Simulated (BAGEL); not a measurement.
**Ge2SiH8 (SMILES [GeH3][SiH2][GeH3]) at RI-MP2/def2-SV(P) (density fitting with svp-jkfit)**

We compute the energy of Ge2SiH8. 

The results are computed with BAGEL 1.2.2.

## 1. Starting point

The species is Ge2SiH8 (11 atoms), meant as a singlet with charge 0. As SMILES, `[GeH3][SiH2][GeH3]`. One bond was lengthened or shortened from a relaxed shape.

Bond lengths: Ge1–Si2 2.022 Å, Si2–Ge3 2.379 Å, Ge1–H4 1.538 Å, Ge1–H5 1.538 Å, Ge1–H6 1.538 Å, Si2–H7 1.489 Å, Si2–H8 1.489 Å, Ge3–H9 1.538 Å, Ge3–H10 1.538 Å, Ge3–H11 1.538 Å. Some angles: Ge1–Si2–Ge3 110.5°, Ge1–Si2–H7 109.5°, Ge1–Si2–H8 109.5°, Ge3–Si2–H7 109.5°, Ge3–Si2–H8 109.5°, Si2–Ge1–H4 111.3°, Si2–Ge1–H5 110.1°, Si2–Ge1–H6 110.1°, Si2–Ge3–H9 110.1°, Si2–Ge3–H10 110.1°.

## 2. A single-point energy at RI-MP2/def2-SV(P) (density fitting with svp-jkfit)

Contents of calc.json:

```json
{ "bagel": [

{
  "title": "molecule",
  "basis": "def2-sv_p_.json",
  "df_basis": "svp-jkfit",
  "angstrom": true,
  "geometry": [
    { "atom": "Ge", "xyz": [      -1.180607,       1.002177,      -0.598594 ] },
    { "atom": "Si", "xyz": [      -0.420300,      -0.850100,      -0.318100 ] },
    { "atom": "Ge", "xyz": [       1.631200,      -0.735900,       0.880400 ] },
    { "atom": "H", "xyz": [      -2.509207,       0.950877,      -1.371794 ] },
    { "atom": "H", "xyz": [      -0.187007,       1.866477,      -1.393194 ] },
    { "atom": "H", "xyz": [      -1.432107,       1.681177,       0.758406 ] },
    { "atom": "H", "xyz": [      -0.189900,      -1.498600,      -1.638400 ] },
    { "atom": "H", "xyz": [      -1.395700,      -1.678400,       0.443000 ] },
    { "atom": "H", "xyz": [       1.405900,      -0.077200,       2.251900 ] },
    { "atom": "H", "xyz": [       2.652000,       0.110600,       0.101200 ] },
    { "atom": "H", "xyz": [       2.227800,      -2.135700,       1.103800 ] }
  ]
},

{
  "title": "hf"
},

{
  "title": "mp2",
  "ncore": 23
}

]}
```

The basis set def2-SV(P) is read from a file made from the Basis Set Exchange's data (not shown).

On the command line:

```bash
$ BAGEL_NUM_THREADS=1 BAGEL calc.json > calc.out
```

The program printed:

```text
* using 1 threads per process

  ===============================================================
  ===============================================================

  *** Geometry ***

  { "atom" : "Ge", "xyz" : [     -2.231024,      1.893840,     -1.131179 ] },
  { "atom" : "Si", "xyz" : [     -0.794252,     -1.606456,     -0.601122 ] },
  { "atom" : "Ge", "xyz" : [      3.082521,     -1.390649,      1.663715 ] },
  { "atom" : "H", "xyz" : [     -4.741714,      1.796897,     -2.592315 ] },
  { "atom" : "H", "xyz" : [     -0.353392,      3.527130,     -2.632755 ] },
  { "atom" : "H", "xyz" : [     -2.706290,      3.176964,      1.433180 ] },
  { "atom" : "H", "xyz" : [     -0.358859,     -2.831944,     -3.096127 ] },
  { "atom" : "H", "xyz" : [     -2.637491,     -3.171716,      0.837149 ] },
  { "atom" : "H", "xyz" : [      2.656766,     -0.145887,      4.255474 ] },
  { "atom" : "H", "xyz" : [      5.011554,      0.209004,      0.191240 ] },
  { "atom" : "H", "xyz" : [      4.209932,     -4.035888,      2.085880 ] },

  Number of auxiliary basis functions:      804

  Since a DF basis is specified, we compute 2- and 3-index integrals:
    o Being stored without compression. Storage requirement is 0.062 GB

  Number of basis functions:       98
  Number of electrons      :       86

    * METHOD: MOLECULE                             0.85

  *** RHF ***

  === Nuclear Repulsion ===
   507.4376856663

      * DIIS with orbital gradients will be used.

  === RHF iteration (def2-sv_p_.json) ===
      0      -4443.56816005          0.00626592           0.41
      1      -4443.62235016          0.00202274           0.40
      2      -4443.62731841          0.00058964           0.39
      3      -4443.62761227          0.00013248           0.40
      4      -4443.62762963          0.00004374           0.40
      5      -4443.62763199          0.00000602           0.38
      6      -4443.62763206          0.00000156           0.40
      7      -4443.62763207          0.00000043           0.40
      8      -4443.62763207          0.00000013           0.40
      9      -4443.62763207          0.00000004           0.40
     10      -4443.62763207          0.00000001           0.40
    * SCF iteration converged.

    * Permanent dipole moment:
           (    0.028383,     0.074249,     0.022896) a.u.

    * METHOD: HF                                   5.01

  *** RHF ***

  === Nuclear Repulsion ===
   507.4376856663

      * DIIS with orbital gradients will be used.

  === RHF iteration (def2-sv_p_.json) ===
      0      -4443.62763207          0.00000000           0.38
    * SCF iteration converged.

    * Permanent dipole moment:
           (    0.028384,     0.074249,     0.022897) a.u.

  === DF-MP2 calculation ===

    * freezing 23 orbitals
    * 3-index integral transformation done
    * assembly done

      MP2 correlation energy:   -0.5217510139      0.16

      MP2 total energy:       -4444.1493830819

    * METHOD: MP2                                  0.96

  ===============================================================
```

Run time: 7.2 s. Hardware: 1 thread of Arm Neoverse V1, shared host; peak memory 0.26 GiB.

## 3. Outcome

Level: RI-MP2/def2-SV(P) (density fitting with svp-jkfit), 23 core orbitals frozen.

| quantity | value |
| --- | --- |
| total energy | -4444.14938 Eh |
| correlation energy (23 core orbitals frozen) | -521.8 mEh |
